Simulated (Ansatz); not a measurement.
This script makes an equation of state with a fit of Mo, space group P6/mmm with the Ansatz DFT code, driven from Python.

`eos_mo.py`
```python
'''Equation of state of Mo.'''

import warnings

import ansatz as az
import numpy as np
from pymatgen.analysis.eos import EOS

vectors0 = np.array([
    [2.73551, 0.0, 0.0],
    [-1.36776, 2.36902, 0.0],
    [0.0, 0.0, 2.55518],
])
sites = [
    ('Mo', (0.0, 0.0, 0.5)),
]


def build(cell):
    crystal = az.Crystal(lattice=az.Lattice.of(cell))
    for symbol, position in sites:
        crystal = crystal.atom(symbol, position)
    return crystal


def main() -> None:
    warnings.simplefilter('ignore', az.DeckWarning)

    # uniform scaling of the cell
    volumes, energies = [], []
    for scale in np.linspace(0.95, 1.07, 5):
        cell = vectors0 * scale ** (1 / 3)
        setup = build(cell).calculation()
        setup = setup.occupations('fermi_dirac', width=0.15).pseudopotentials('paw')
        setup = setup.functional(az.Functional.PBESOL)
        setup = setup.basis(500)
        setup = setup.kpoints(12, 12, 11)
        r = setup.run(threads=1).report
        volumes.append(abs(np.linalg.det(cell)) / len(sites))
        energies.append(r['free_energy_ev'] / len(sites))
        print(f'V = {volumes[-1]:8.4f} A^3/atom  F = {energies[-1]:.5f} eV/atom')

    for form in ['pourier_tarantola']:
        fit = EOS(eos_name=form).fit(volumes, energies)
        print(f'{form:18s} V0 {fit.v0:8.4f} A^3/atom  B0 {fit.b0_GPa:7.1f} GPa  B1 {fit.b1:5.2f}')


if __name__ == '__main__':
    main()
```

From its runs, with one value withheld:

| V (Å³/atom) | F less the lowest row shown (meV/atom) |
| --- | --- |
| 15.731 | 12.18 |
| 16.228 | 0.00 |
| 16.724 | 9.15 |
| 17.221 | 36.54 |
| 17.718 | ? |

What is the missing energy at 17.718 Å³ an atom?

A third-order Birch-Murnaghan fit, E = E0 + (9 V0 B0 / 16) [(t - 1)³ B' + (t - 1)² (6 - 4t)] with t = (V0/V)^(2/3), through the 4 rows shown gives V0 = 16.250 Å³, B0 = 223.0 GPa, B' = 4.15 and E0 = -0.02 meV. At V = 17.718 Å³, t = 0.94397, and the fit extrapolates to 79.51 meV. The run gave 79.50 meV, a miss of 0.01 meV.

Shape and fractional positions are held along the curve, so the bulk modulus is an upper value where they are free to relax, by a factor of two or more in layered or hydrogen-bonded cells. The mesh is modest for a metal, so energies can be off by several to tens of meV an atom and pressures by half a GPa or more; differences at equal mesh fare better. This isn't the structure that Mo takes at ambient conditions. Wall time of the script: 8.2 s on 1 thread of Intel(R) Xeon(R) Processor @ 2.30GHz, with other jobs on the host, peak memory 0.56 GiB.
